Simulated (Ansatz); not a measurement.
# GaPHS (doublet): the correlation ladder at a displaced geometry (v1), cc-pVDZ

An exercise on one series of results from a longer session: the logs are not shown, and one member is left open.

Program: Ansatz 0.2.0, Gaussian basis. Level of theory: cc-pVDZ, core rule «outside noble gas», up to 24 orbitals frozen. These are calculated values, not measurements.

To be run: UHF; CCSD(T) on ROHF; CCSD(T) on UHF; BCCD(T) on ROHF; CISD; CCSDT(Q) on ROHF; CCSDT(Q) on UHF.

28 further runs of the same task are left out: 2 for a known fault of the program, 12 that didn't finish, 14 set aside as unsound or not needed.

**The system**

The geometry is a PBE0/def2-TZVP stationary point (not a proven minimum) with its atoms shifted at random (size 0.040 Å). No spin-orbit coupling is included. The filled d shell of Ga may be among the frozen orbitals whatever the setting's name suggests; the logs give the count.

4 atoms, charge 0, spin multiplicity 2.

Atoms are counted from 1 here; the program's logs count them from 0.

Bond lengths: P1–Ga2 2.279 Å, P1–H4 1.409 Å, Ga2–S3 2.063 Å. Angles: Ga2–P1–H4 88.7°, P1–Ga2–S3 178.6°.

Set-up of the first run:

in.yaml

```yaml
crystal:
  periodic: [false, false, false]
  atoms:
    - {symbol: P, position_ang: [0.002334, -0.401323, 1.652460]}
    - {symbol: Ga, position_ang: [0.001513, -0.337810, -0.625273]}
    - {symbol: S, position_ang: [0.049464, -0.267135, -2.686935]}
    - {symbol: H, position_ang: [-0.053311, 1.006268, 1.659749]}
basis:
  gaussian: {orbitals: cc-pVDZ}
magnetization: {spin_polarized: true, initial_magnetization: 1}
hamiltonian: {xc: hf}
output: {orbitals: {seedname: orbitals}}
```

Command:

```console
$ ansatz run in.yaml --threads 1 --pin off --events-out ev --progress --plain --max-ram 2393MiB
```

Among the steps run: UHF; CCSD(T) on ROHF; CCSD(T) on UHF; BCCD(T) on ROHF; CISD; CCSDT(Q) on ROHF; CCSDT(Q) on UHF.

One of the session's tables, all rows but one given; the rest of the session is left out.

| method | from UCCSDT(Q) (meV) |
| --- | --- |
| ROHF | +9086.2 |
| UHF | +8971.5 |
| RMP2 | +1407.9 |
| UMP2 | +1418.5 |
| RCCSD | +466.0 |
| UCCSD | +462.8 |
| RCCSD(T) | +90.3 |
| UCCSD(T) | +90.4 |
| BCCD(T) | ? |
| RCCSDT | +39.9 |
| UCCSDT | +39.8 |
| RCCSDT(Q) | +14.2 |
| UCCSDT(Q) | 0 |

Estimate the missing values for BCCD(T).

**Answer.** from UCCSDT(Q) (meV): +89.9. In the column «from UCCSDT(Q) (meV)» it lies between RCCSDT (+39.9) and RCCSD(T) (+90.3).

Not comparable, so not listed: CISD (they don't share determinant, frozen orbitals or solution with the rows shown, or repeat one).

To keep in mind: Restricted and unrestricted rows rest on different reference determinants; where their highest levels disagree by more than a few hundredths of an eV, they describe different states and don't form one ladder.
